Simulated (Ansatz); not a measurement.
# C₄H₁₂N₂Sn: small, medium and large basis sets

One table from this session's results is given with a row withheld; the runs are named, their logs left out.

Program: Ansatz 0.2.0, Gaussian basis. Level of theory: one geometry, several basis sets. These are calculated values, not measurements.

Plan: PBE0-D4/def2-SVP; ωB97M-V/def2-SVP; PBE0-D4/def2-QZVPP; ωB97M-V/def2-QZVPP; the functionals' def2-TZVPP values are taken from earlier runs.

## The relaxed structure

All runs share one geometry, relaxed beforehand with PBE0-D4 in a triple-zeta def2 set. Sn takes the def2 core potential; no spin-orbit term is included.

SMILES `C[N](C)[Sn][N](C)C`, 19 atoms, charge 0, spin multiplicity 1.

Atoms are counted from 1 here; the program's logs count them from 0.

Bond lengths: C1–N2 1.437 Å, C1–H8 1.102 Å, C1–H9 1.090 Å, C1–H10 1.101 Å, N2–C3 1.439 Å, N2–Sn4 2.041 Å, C3–H11 1.101 Å, C3–H12 1.101 Å, C3–H13 1.095 Å, Sn4–N5 2.041 Å, N5–C6 1.439 Å, N5–C7 1.437 Å, C6–H14 1.101 Å, C6–H15 1.095 Å, C6–H16 1.101 Å, C7–H17 1.101 Å, C7–H18 1.090 Å, C7–H19 1.102 Å. Angles: N2–C1–H8 112.7°, N2–C1–H9 111.1°, N2–C1–H10 110.7°, H8–C1–H9 108.0°, H8–C1–H10 106.7°, H9–C1–H10 107.5°, C1–N2–C3 112.6°, C1–N2–Sn4 128.4°, C3–N2–Sn4 118.8°, N2–C3–H11 111.8°, N2–C3–H12 112.1°, N2–C3–H13 110.9°, H11–C3–H12 107.0°, H11–C3–H13 107.7°, H12–C3–H13 107.1°, N2–Sn4–N5 98.8°, Sn4–N5–C6 118.8°, Sn4–N5–C7 128.4° and more.

Set-up of the first run:

Input file in.yaml:

```yaml
crystal:
  periodic: [false, false, false]
  atoms:
    - {symbol: C, position_ang: [-0.731593, -1.226414, -1.262731]}
    - {symbol: N, position_ang: [-0.154939, -1.590112, 0.002497]}
    - {symbol: C, position_ang: [0.162680, -2.991419, 0.082017]}
    - {symbol: Sn, position_ang: [0.093577, -0.428766, 1.662777]}
    - {symbol: N, position_ang: [0.193573, 1.396032, 0.753337]}
    - {symbol: C, position_ang: [-0.072822, 2.575647, 1.533344]}
    - {symbol: C, position_ang: [0.618837, 1.704176, -0.584503]}
    - {symbol: H, position_ang: [-0.015829, -1.312637, -2.095885]}
    - {symbol: H, position_ang: [-1.103936, -0.201726, -1.243489]}
    - {symbol: H, position_ang: [-1.580960, -1.883168, -1.505623]}
    - {symbol: H, position_ang: [-0.712778, -3.621500, -0.137734]}
    - {symbol: H, position_ang: [0.952556, -3.278813, -0.629026]}
    - {symbol: H, position_ang: [0.518869, -3.254913, 1.083586]}
    - {symbol: H, position_ang: [0.791566, 3.256998, 1.551137]}
    - {symbol: H, position_ang: [-0.310547, 2.313142, 2.569686]}
    - {symbol: H, position_ang: [-0.926425, 3.149061, 1.140108]}
    - {symbol: H, position_ang: [1.455662, 2.419223, -0.571068]}
    - {symbol: H, position_ang: [0.961029, 0.808053, -1.102999]}
    - {symbol: H, position_ang: [-0.180220, 2.162635, -1.188832]}
basis:
  gaussian: {orbitals: def2-SVP}
hamiltonian: {xc: pbe0, dispersion: d4}
output: {orbitals: {seedname: orbitals}}
```

Run with:

```
$ ansatz run in.yaml --threads 2 --pin off --events-out ev --progress --plain --max-ram 32768MiB --backend cpu
```

Steps of the session up to this table: PBE0-D4 in def2-SVP; ωB97M-V in def2-SVP; PBE0-D4 in def2-QZVPP; ωB97M-V in def2-QZVPP.

One of the session's tables, all rows but one given; the rest of the session is left out.

It belongs to the step «Functionals by basis». 

```
functional       basis  HOMO (eV)  LUMO (eV)
   PBE0-D4    def2-SVP      -5.56      -1.29
   PBE0-D4  def2-TZVPP      -5.66      -1.44
   PBE0-D4  def2-QZVPP      -5.69      -1.47
   ωB97M-V    def2-SVP      -7.74       0.41
   ωB97M-V  def2-TZVPP          ?          ?
   ωB97M-V  def2-QZVPP      -7.88       0.05
```

Q: Estimate the row for ωB97M-V, def2-TZVPP from the others.

The run gave: HOMO (eV): -7.86; LUMO (eV): 0.15. In the column «HOMO (eV)» it lies between ωB97M-V, def2-QZVPP (-7.88) and ωB97M-V, def2-SVP (-7.74).
